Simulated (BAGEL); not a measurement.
# C2H6BN− (SMILES [BH2-]/C=N/C): UHF/STO-3G (density fitting with qzvpp-jkfit)

Aim: the energy change on altering one bond length of C2H6BN− at UHF/STO-3G (density fitting with qzvpp-jkfit), from 2 runs. 

The results are computed with BAGEL 1.2.2.

2 further runs of the same task are left out: 2 set aside as unsound or not needed.

## (1) The structure to begin with

The species is C2H6BN− (10 atoms), meant as a doublet with charge -1. As SMILES, `[BH2-]/C=N/C`. Geometry: relaxed at GFN2-xTB.

Bond lengths: B1–C2 1.490 Å, C2–N3 1.333 Å, N3–C4 1.420 Å, B1–H5 1.205 Å, B1–H6 1.194 Å, C2–H7 1.124 Å, C4–H8 1.107 Å, C4–H9 1.107 Å, C4–H10 1.116 Å. Some angles: B1–C2–N3 127.0°, C2–N3–C4 117.8°, B1–C2–H7 117.8°, N3–C2–H7 115.3°, C2–B1–H5 119.4°, C2–B1–H6 123.5°, N3–C4–H8 110.8°, N3–C4–H9 110.9°, N3–C4–H10 114.6°, H5–B1–H6 117.1°.

## (2) A single-point energy at UHF/STO-3G (density fitting with qzvpp-jkfit)

Contents of input.json:

```json
{ "bagel" : [

{
  "title" : "molecule",
  "basis" : "sto-3g",
  "df_basis" : "qzvpp-jkfit",
  "angstrom" : "true",
  "geometry" : [
    { "atom" : "B", "xyz" : [      -1.110940,       1.441700,      -1.010710 ] },
    { "atom" : "C", "xyz" : [      -0.133440,       0.497140,      -0.400790 ] },
    { "atom" : "N", "xyz" : [      -0.393290,      -0.464890,       0.484350 ] },
    { "atom" : "C", "xyz" : [       0.693430,      -1.257720,       0.939720 ] },
    { "atom" : "H", "xyz" : [      -0.724540,       2.264310,      -1.802040 ] },
    { "atom" : "H", "xyz" : [      -2.278480,       1.434020,      -0.759770 ] },
    { "atom" : "H", "xyz" : [       0.944310,       0.589060,      -0.706910 ] },
    { "atom" : "H", "xyz" : [       0.516500,      -2.329220,       0.724970 ] },
    { "atom" : "H", "xyz" : [       0.804860,      -1.180600,       2.038650 ] },
    { "atom" : "H", "xyz" : [       1.681590,      -0.993810,       0.492530 ] }
  ]
},

{
  "title" : "uhf",
  "charge" : -1,
  "nopen" : 1
},

{
  "title" : "print",
  "file" : "orbitals.molden",
  "orbitals" : "true"
}

]}
```

Launch:

```
BAGEL_NUM_THREADS=1 BAGEL input.json > input.out
```

The log of the run:

```text
* using 1 threads per process

  ===============================================================
  ===============================================================

  *** Geometry ***

  { "atom" : "B", "xyz" : [     -2.099372,      2.724418,     -1.909965 ] },
  { "atom" : "C", "xyz" : [     -0.252165,      0.939458,     -0.757383 ] },
  { "atom" : "N", "xyz" : [     -0.743210,     -0.878515,      0.915289 ] },
  { "atom" : "C", "xyz" : [      1.310393,     -2.376746,      1.775813 ] },
  { "atom" : "H", "xyz" : [     -1.369182,      4.278926,     -3.405362 ] },
  { "atom" : "H", "xyz" : [     -4.305703,      2.709905,     -1.435757 ] },
  { "atom" : "H", "xyz" : [      1.784487,      1.113162,     -1.335866 ] },
  { "atom" : "H", "xyz" : [      0.976044,     -4.401588,      1.369995 ] },
  { "atom" : "H", "xyz" : [      1.520965,     -2.231011,      3.852490 ] },
  { "atom" : "H", "xyz" : [      3.177745,     -1.878029,      0.930747 ] },

  Number of auxiliary basis functions:      410

  Since a DF basis is specified, we compute 2- and 3-index integrals:
    o Being stored without compression. Storage requirement is 0.002 GB

  Number of basis functions:       26
  Number of electrons      :       30

    * METHOD: MOLECULE                             0.10

  *** Open-shell HF ***

  === Nuclear Repulsion ===
   102.1864581488

      * DIIS with orbital gradients will be used.

  === UHF iteration (sto-3g) ===
      0       -156.13453503          0.03246045           0.02
      1       -156.20089882          0.01095373           0.02
      2       -156.21174262          0.00464608           0.02
      3       -156.21518269          0.00226486           0.02
      4       -156.21840699          0.00174046           0.02
      5       -156.22135401          0.00098502           0.02
      6       -156.22234600          0.00032847           0.02
      7       -156.22237476          0.00013370           0.02
      8       -156.22238777          0.00009170           0.02
      9       -156.22239568          0.00003314           0.02
     10       -156.22239773          0.00000778           0.02
     11       -156.22239784          0.00000269           0.02
     12       -156.22239786          0.00000068           0.02
     13       -156.22239787          0.00000025           0.02
     14       -156.22239787          0.00000012           0.02
     15       -156.22239787          0.00000003           0.02
     16       -156.22239787          0.00000001           0.02
     17       -156.22239787          0.00000001           0.02
    * SCF iteration converged.

    * S^2 (UHF) is 0.9054

    * Permanent dipole moment:
           (   -1.530029,     1.604080,    -1.063301) a.u.

    * METHOD: UHF                                  0.38

    * METHOD: PRINT                                0.00

  ===============================================================
```

Run time: 0.66 s. Hardware: 1 thread of Arm Neoverse V2, shared host; peak memory 0.082 GiB.

## (3) The distorted shape, same level

Contents of input.json:

```json
{ "bagel" : [

{
  "title" : "molecule",
  "basis" : "sto-3g",
  "df_basis" : "qzvpp-jkfit",
  "angstrom" : true,
  "geometry" : [
    { "atom" : "B", "xyz" : [      -1.304138,       1.030399,      -0.615049 ] },
    { "atom" : "C", "xyz" : [      -0.326638,       0.085839,      -0.005129 ] },
    { "atom" : "N", "xyz" : [      -0.586488,      -0.876191,       0.880011 ] },
    { "atom" : "C", "xyz" : [       0.500232,      -1.669021,       1.335381 ] },
    { "atom" : "H", "xyz" : [      -0.724540,       2.264310,      -1.802040 ] },
    { "atom" : "H", "xyz" : [      -2.471678,       1.022719,      -0.364109 ] },
    { "atom" : "H", "xyz" : [       0.751112,       0.177759,      -0.311249 ] },
    { "atom" : "H", "xyz" : [       0.323302,      -2.740521,       1.120631 ] },
    { "atom" : "H", "xyz" : [       0.611662,      -1.591901,       2.434311 ] },
    { "atom" : "H", "xyz" : [       1.488392,      -1.405111,       0.888191 ] }
  ]
},

{
  "title" : "uhf",
  "charge" : -1,
  "nopen" : 1
},

{
  "title" : "print",
  "file" : "orbitals.molden",
  "orbitals" : true
}

]}
```

Launch:

```
BAGEL_NUM_THREADS=1 BAGEL input.json > input.out
```

The log of the run:

```text
* using 1 threads per process

  ===============================================================
  ===============================================================

  *** Geometry ***

  { "atom" : "B", "xyz" : [     -2.464464,      1.947172,     -1.162274 ] },
  { "atom" : "C", "xyz" : [     -0.617256,      0.162212,     -0.009692 ] },
  { "atom" : "N", "xyz" : [     -1.108302,     -1.655761,      1.662980 ] },
  { "atom" : "C", "xyz" : [      0.945301,     -3.153993,      2.523504 ] },
  { "atom" : "H", "xyz" : [     -1.369182,      4.278926,     -3.405362 ] },
  { "atom" : "H", "xyz" : [     -4.670794,      1.932659,     -0.688066 ] },
  { "atom" : "H", "xyz" : [      1.419396,      0.335916,     -0.588175 ] },
  { "atom" : "H", "xyz" : [      0.610952,     -5.178834,      2.117686 ] },
  { "atom" : "H", "xyz" : [      1.155874,     -3.008257,      4.600181 ] },
  { "atom" : "H", "xyz" : [      2.812653,     -2.655275,      1.678438 ] },

  Number of auxiliary basis functions:      410

  Since a DF basis is specified, we compute 2- and 3-index integrals:
    o Being stored without compression. Storage requirement is 0.002 GB

  Number of basis functions:       26
  Number of electrons      :       30

    * METHOD: MOLECULE                             0.11

  *** Open-shell HF ***

  === Nuclear Repulsion ===
   100.8982498441

      * DIIS with orbital gradients will be used.

  === UHF iteration (sto-3g) ===
      0       -156.01213706          0.03344299           0.02
      1       -156.08314555          0.01261170           0.02
      2       -156.09657931          0.00527488           0.02
      3       -156.10100069          0.00253526           0.02
      4       -156.10530003          0.00183861           0.02
      5       -156.10934872          0.00097129           0.02
      6       -156.11120626          0.00035274           0.02
      7       -156.11133726          0.00018817           0.02
      8       -156.11159875          0.00014772           0.02
      9       -156.11214533          0.00006420           0.02
     10       -156.11237526          0.00003599           0.02
     11       -156.11252835          0.00002719           0.02
     12       -156.11262506          0.00002347           0.02
     13       -156.11266061          0.00001858           0.02
     14       -156.11269075          0.00001363           0.02
     15       -156.11271374          0.00000849           0.02
     16       -156.11271361          0.00000431           0.02
     17       -156.11271367          0.00000307           0.02
     18       -156.11271374          0.00000098           0.02
     19       -156.11271375          0.00000054           0.02
     20       -156.11271375          0.00000031           0.02
     21       -156.11271375          0.00000026           0.02
     22       -156.11271375          0.00000007           0.02
     23       -156.11271376          0.00000004           0.02
     24       -156.11271376          0.00000002           0.02
     25       -156.11271376          0.00000001           0.02
    * SCF iteration converged.

    * S^2 (UHF) is 1.0689

    * Permanent dipole moment:
           (   -1.480033,     2.065103,    -1.471752) a.u.

    * METHOD: UHF                                  0.54

    * METHOD: PRINT                                0.00

  ===============================================================
```

Wall time 0.81 s (1 thread of Arm Neoverse V2, shared host); peak memory 0.082 GiB.

## (4) Results

At UHF/STO-3G (density fitting with qzvpp-jkfit):

```
                                                         quantity          value
                                        first shape: total energy  -156.22240 Eh
                                                first shape: ⟨S²⟩          0.905
                                    distorted shape: total energy  -156.11271 Eh
                                            distorted shape: ⟨S²⟩          1.069
energy change with the B1–H5 bond stretched from 1.205 to 1.808 Å       2.985 eV
```

**Reading.** With the B1–H5 bond stretched from 1.205 to 1.808 Å the energy rises by 2.98 eV (288 kJ/mol). The first shape isn't relaxed at this level, so the change isn't measured from a minimum. The minimal basis adds a large error of its own. ⟨S²⟩ (first shape) is 0.91 where a pure doublet has 0.75: the reference is spin-contaminated. ⟨S²⟩ (distorted shape) is 1.07 where a pure doublet has 0.75: the reference is spin-contaminated.
